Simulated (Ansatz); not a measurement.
# BrH3NSi radical: basis-set convergence

An exercise on one series of results from a longer session: the logs are not shown, and one member is left open.

The runs use Ansatz 0.2.0, Gaussian basis; one geometry, several basis sets.

The runs, in order: PBE0-D4/def2-SVP; ωB97M-V/def2-SVP; PBE0-D4/def2-QZVPP; ωB97M-V/def2-QZVPP; the functionals' def2-TZVPP values are taken from earlier runs.

## The relaxed structure

An earlier PBE0-D4 in a triple-zeta def2 set relaxation fixed the geometry.

SMILES `N[SiH]Br`, 6 atoms, charge 0, spin multiplicity 2.

Atoms are counted from 1 here; the program's logs count them from 0.

Bond lengths: N1–Si2 1.704 Å, N1–H4 1.007 Å, N1–H5 1.006 Å, Si2–Br3 2.242 Å, Si2–H6 1.492 Å. Angles: Si2–N1–H4 121.6°, Si2–N1–H5 123.3°, H4–N1–H5 113.0°, N1–Si2–Br3 110.7°, N1–Si2–H6 105.7°, Br3–Si2–H6 108.9°.

Set-up of the first run:

in.yaml

```yaml
crystal:
  periodic: [false, false, false]
  atoms:
    - {symbol: N, position_ang: [-0.583959, 0.286031, -0.638991]}
    - {symbol: Si, position_ang: [0.074956, -0.383988, 0.783044]}
    - {symbol: Br, position_ang: [1.810322, -1.718778, 0.298619]}
    - {symbol: H, position_ang: [-0.872465, 1.249429, -0.683473]}
    - {symbol: H, position_ang: [-0.953205, -0.270261, -1.391453]}
    - {symbol: H, position_ang: [0.566451, 0.773566, 1.586054]}
basis:
  gaussian: {orbitals: def2-SVP}
magnetization: {spin_polarized: true, initial_magnetization: 1}
hamiltonian: {xc: pbe0, dispersion: d4}
output: {orbitals: {seedname: orbitals}}
```

Started as:

```sh
ansatz run in.yaml --threads 2 --pin off --events-out ev --progress --plain --max-ram 31744MiB --backend cpu
```

Among the steps run: PBE0-D4 in def2-SVP; ωB97M-V in def2-SVP; PBE0-D4 in def2-QZVPP; ωB97M-V in def2-QZVPP.

One table of the session follows, with a row left open; its other results are not shown here.

It belongs to the step «Density functionals: the series». 

```
functional       basis  HOMO (eV)  LUMO (eV)
   PBE0-D4    def2-SVP      -5.64      -2.17
   PBE0-D4  def2-TZVPP      -5.79      -2.26
   PBE0-D4  def2-QZVPP      -5.82      -2.30
   ωB97M-V    def2-SVP          ?          ?
   ωB97M-V  def2-TZVPP      -7.57      -0.66
   ωB97M-V  def2-QZVPP      -7.61      -0.75
```

**Question.** Estimate the row for ωB97M-V, def2-SVP.

The run gave: HOMO (eV): -7.40; LUMO (eV): -0.50. In the column «HOMO (eV)» it lies between ωB97M-V, def2-TZVPP (-7.57) and PBE0-D4, def2-QZVPP (-5.82).
